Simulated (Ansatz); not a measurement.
# WGe+ (doublet): wave-function methods side by side, def2-TZVPP

An exercise on one series of results from a longer session: the logs are not shown, and one member is left open.

Program: Ansatz 0.2.0, Gaussian basis. Level of theory: def2-TZVPP, core rule «outside noble gas», up to 18 orbitals frozen. These are calculated values, not measurements.

Plan: UHF; CCSD(T) on ROHF; CCSDT(Q) on ROHF; CASSCF and MRCISD+Q, 9 electrons in 10 orbitals; CASSCF and NEVPT2, 9 electrons in 10 orbitals.

5 further runs of the same task are left out: 1 for a known fault of the program, 1 that didn't finish, 3 set aside as unsound or not needed.

### What is computed

The geometry is a PBE0/def2-TZVP stationary point (not a proven minimum) of the parent state, kept for this charge and spin. No spin-orbit coupling is included. Elements past krypton take def2 core potentials. The filled d shell of Ge may be among the frozen orbitals whatever the setting's name suggests; the logs give the count.

2 atoms, charge 1, spin multiplicity 2.

Atoms are counted from 1 here; the program's logs count them from 0.

Bond lengths: W1–Ge2 2.456 Å.

Coordinates:

```xyz
2

W     0.00000    0.00000    0.00000
Ge    0.00000    0.00000    2.45600
```

Set-up of the first run:

Input file in.yaml:

```yaml
crystal:
  periodic: [false, false, false]
  atoms:
    - {symbol: W, position_ang: [0.000000, 0.000000, 0.000000]}
    - {symbol: Ge, position_ang: [0.000000, 0.000000, 2.456000]}
basis:
  gaussian: {orbitals: def2-TZVPP}
total_charge: 1
magnetization: {spin_polarized: true, initial_magnetization: 1}
hamiltonian: {xc: hf}
output: {orbitals: {seedname: orbitals}}
```

Started as:

```
$ ansatz run in.yaml --threads 1 --pin off --events-out ev --progress --plain --max-ram 4096MiB --backend cpu
```

Steps of the session up to this table: UHF; CCSD(T) on ROHF; CCSDT(Q) on ROHF; CASSCF and MRCISD+Q, 9 electrons in 10 orbitals; CASSCF and NEVPT2, 9 electrons in 10 orbitals.

One table of the session follows, with a row left open; its other results are not shown here.

It belongs to the step «Misses and costs». 

| method | from RCCSDT(Q) (kJ/mol) |
| --- | --- |
| ROHF | +737.4 |
| UHF | +560.6 |
| RMP2 | +127.6 |
| RCCSD | +90.0 |
| RCCSD(T) | +29.1 |
| RCCSDT | +20.5 |
| RCCSDT(Q) | 0 |
| CASSCF valence | +423.9 |
| NEVPT2 valence | +104.4 |
| MRCISD valence | +55.7 |
| MRCISD+Q valence | ? |

Q: Estimate the row for MRCISD+Q valence from the others.

**Answer.** from RCCSDT(Q) (kJ/mol): +25.4. In the column «from RCCSDT(Q) (kJ/mol)» it lies between RCCSDT (+20.5) and RCCSD(T) (+29.1).

The program flags RCCSDT(Q) as in doubt (see the logs), so the zero of the table is itself unsure.

To keep in mind: The determinant is far from a pure spin state, so its energy mixes those of several spin states (harmless only where they are near-degenerate, as at dissociation). The program flags RCCSDT(Q) as in doubt, so the zero of the table is itself unsure. Warnings: spin contamination; large T1 diagnostic.
